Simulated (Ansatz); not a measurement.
## CH2ClI, SMILES ClCI: the interaction energy of a dimer with the counterpoise correction, step by step

Computed with the Ansatz DFT code, driven from Python.

Typed at the interpreter:
```pycon
>>> import ansatz as az
>>> FIRST = [
...     ("Cl", (-1.3969, 0.1117, 0.9207)),
...     ("C", (-0.0405, 0.0988, -0.173)),
...     ("I", (1.4545, -0.9799, 0.767)),
...     ("H", (0.334, 1.1429, -0.3889)),
...     ("H", (-0.3512, -0.3737, -1.1257)),
... ]
>>> SECOND = [
...     ("Cl", (-4.4175, 0.7484, 0.2407)),
...     ("C", (-6.0869, 0.7832, -0.2575)),
...     ("I", (-6.262, 2.3519, -1.5958)),
...     ("H", (-6.7815, 0.9605, 0.616)),
...     ("H", (-6.3426, -0.1874, -0.7264)),
... ]
>>> def energy(atoms, ghosts=()):
...     molecule = az.Crystal.molecule()
...     for symbol, xyz in atoms:
...         molecule = molecule.atom(symbol, xyz)
...     calc = (
...         molecule.calculation()
...         .basis(gaussian="def2-SVPD")
...         .correlation("mp2")
...     )
...     deck = calc.input()
...     if ghosts:
...         deck = deck.set(az.key.basis.gaussian.ghost_atoms, [{"symbol": s, "position_ang": list(xyz)} for s, xyz in ghosts])
...     return az.Session.from_dict(deck).plan().execute().report["free_energy_ev"]
...
>>> # monomers in their own basis and in the basis of the dimer
>>> both = energy(FIRST + SECOND)
>>> alone = energy(FIRST) + energy(SECOND)
>>> ghosted = energy(FIRST, SECOND) + energy(SECOND, FIRST)
>>> print(f"dimer {both:.6f} eV")
dimer -43289.216641 eV
>>> print(f"interaction, uncorrected   {(both - alone):8.3f} eV")
interaction, uncorrected     -0.098 eV
>>> print(f"interaction, counterpoise  {(both - ghosted):8.3f} eV")
interaction, counterpoise     0.008 eV
>>> print(f"basis-set superposition    {(alone - ghosted):8.3f} eV")
basis-set superposition       0.106 eV
```

Uncorrected it is -0.098 eV, with the counterpoise correction 0.008 eV; the difference, 0.11 eV, is the superposition error. The sign changes with the correction, so this basis doesn't settle it.

Reading the output:
- Total energies depend on the basis set; only differences at equal settings carry meaning.
- The dimer is a generated trial pose of unrelaxed monomers, not a minimum, so the figure is no binding energy, and the basis set is small.
- def2 sets replace the cores of elements past krypton by effective core potentials.
- By the engine's processor time: 27 s on 1 thread of Intel(R) Xeon(R) Processor @ 2.30GHz, on a shared host, peak memory 0.71 GiB.
